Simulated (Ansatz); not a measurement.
Below is the output of a Python script on Ansatz's Python interface that makes a geometry optimisation of C₂H₇GeNO₂, SMILES [NH2][GeH]1[O]CC[O]1. Write a script that gives it. Level of theory: Hartree-Fock, def2-SVP basis, multiplicity 1.

Contents of `c2h7geno2.xyz`:
```text
13

N     2.43110    0.35990    0.20880
Ge    0.83230   -0.47130    0.68580
O     0.01100   -1.09430   -0.75670
C    -1.02140   -0.16120   -0.93150
C    -1.45900    0.44160    0.42020
O    -0.34860    0.73620    1.22520
H     2.19690    1.05610   -0.53370
H     3.02620   -0.37100   -0.24100
H     1.04710   -1.57980    1.74720
H    -1.88810   -0.65970   -1.41450
H    -0.67030    0.64960   -1.60800
H    -2.11780   -0.27750    0.95590
H    -2.03940    1.37140    0.24210
```

Running `python run_opt.py` prints:
```text
[INFO] step   1  E = -64188.770506 eV  max force 2.6031 eV/A
[INFO] step   2  E = -64189.185883 eV  max force 0.7645 eV/A
[INFO] step   3  E = -64189.248804 eV  max force 0.4325 eV/A
[INFO] step   4  E = -64189.247304 eV  max force 0.9529 eV/A
[INFO] step   5  E = -64189.276691 eV  max force 0.1415 eV/A
[INFO] step   6  E = -64189.286869 eV  max force 0.0755 eV/A
[INFO] step   7  E = -64189.293024 eV  max force 0.0225 eV/A
[INFO] step   8  E = -64189.288257 eV  max force 0.1745 eV/A
[INFO] step   9  E = -64189.293672 eV  max force 0.0233 eV/A
[INFO] step  10  E = -64189.292109 eV  max force 0.1295 eV/A
[INFO] step  11  E = -64189.293901 eV  max force 0.0071 eV/A
[INFO] step  12  E = -64189.294003 eV  max force 0.0857 eV/A
[INFO] step  13  E = -64189.294105 eV  max force 0.0045 eV/A
[INFO] E = -64189.294105 eV = -2358.9130493 Ha
converged: True  doubts: none
[INFO] bond        before    after (A)
N0-Ge1       1.8640   1.7875
N0-H6        1.0444   1.0009
N0-H7        1.0444   1.0005
Ge1-O2       1.7730   1.7745
Ge1-O5       1.7730   1.7673
Ge1-H8       1.5497   1.5191
O2-C3        1.4025   1.4008
C3-C4        1.5434   1.5351
C3-H9        1.1104   1.0907
C3-H10       1.1128   1.0955
C4-O5        1.4028   1.4018
C4-H11       1.1127   1.0951
C4-H12       1.1105   1.0905
[INFO] angle Ge1-N0-H6: 121.26 deg
[INFO] angle Ge1-N0-H7: 120.93 deg
[INFO] angle H6-N0-H7: 112.37 deg
[INFO] angle N0-Ge1-O2: 117.45 deg
[INFO] angle N0-Ge1-O5: 110.53 deg
[INFO] angle N0-Ge1-H8: 109.70 deg
[INFO] angle O2-Ge1-O5: 91.32 deg
[INFO] angle O2-Ge1-H8: 110.81 deg
```

One script that gives this output:

Script `run_opt.py`:
```python
from dataclasses import dataclass
import logging
import sys
import warnings

import ansatz
import numpy as np

logging.basicConfig(stream=sys.stdout, format='[%(levelname)s] %(message)s')
logger = logging.getLogger('ansatz_job')
logger.setLevel(logging.INFO)


@dataclass(frozen=True)
class Options:
    basis_set: str = 'def2-SVP'
    functional: str = 'hf'


settings = Options()


def main() -> None:
    warnings.simplefilter('ignore', ansatz.DeckWarning)

    molecule = ansatz.Crystal.molecule_from_extxyz('c2h7geno2.xyz')

    job = (
        molecule.calculation()
        .basis(gaussian=settings.basis_set)
        .functional(settings.functional)
    )
    symbols = [site.symbol for site in molecule.cartesian_sites]
    start = np.array([site.position_ang for site in molecule.cartesian_sites], dtype=float)
    def progress(event):
        if event['event'] == 'relax_step':
            row = event['data']
            logger.info(f'step {row["step"]:3d}  E = {row["lagrangian_ev"]:.6f} eV  max force {row["allowed_force_max_ev_ang"]:.4f} eV/A')


    report = job.relax(force_tolerance=0.01).session().plan().execute(on_event=progress).report
    end = np.array(report['positions_ang'])

    logger.info(f'E = {report["free_energy_ev"]:.6f} eV = {report["free_energy_ev"] / 27.211386246:.7f} Ha')
    print('converged:', report['converged'], ' doubts:', report['published_state_doubts'] or 'none')

    logger.info('bond        before    after (A)')
    for i, j in [(0, 1), (0, 6), (0, 7), (1, 2), (1, 5), (1, 8), (2, 3), (3, 4), (3, 9), (3, 10), (4, 5), (4, 11), (4, 12)]:
        d0, d1 = (np.linalg.norm(xyz[i] - xyz[j]) for xyz in (start, end))
        print(f'{symbols[i]}{i}-{symbols[j]}{j}'.ljust(10), f'{d0:8.4f} {d1:8.4f}')
    for i, j, k in [(1, 0, 6), (1, 0, 7), (6, 0, 7), (0, 1, 2), (0, 1, 5), (0, 1, 8), (2, 1, 5), (2, 1, 8)]:
        u, v = end[i] - end[j], end[k] - end[j]
        logger.info(f'angle {symbols[i]}{i}-{symbols[j]}{j}-{symbols[k]}{k}: {np.degrees(np.arccos(np.clip(u @ v / np.linalg.norm(u) / np.linalg.norm(v), -1, 1))):.2f} deg')
    with open('c2h7geno2_opt.xyz', 'w') as handle:
        handle.write(f'{len(symbols)}\nrelaxed C2H7GeNO2\n')
        handle.writelines(f'{s:2s} {x:11.6f} {y:11.6f} {z:11.6f}\n' for s, (x, y, z) in zip(symbols, end))


if __name__ == '__main__':
    main()
```

Caveats:
- Total energies depend on the basis set; only differences at equal settings carry meaning.
- The end point is the stationary point reached from this start; no frequency run checks that it is a minimum, and the basis set is modest.
- It ran for 64 s on 1 thread of Intel(R) Xeon(R) 6975P-C (Granite Rapids), on a shared host, peak memory 0.44 GiB.

(Lines on the test bed's own set-up are left out of the output.)
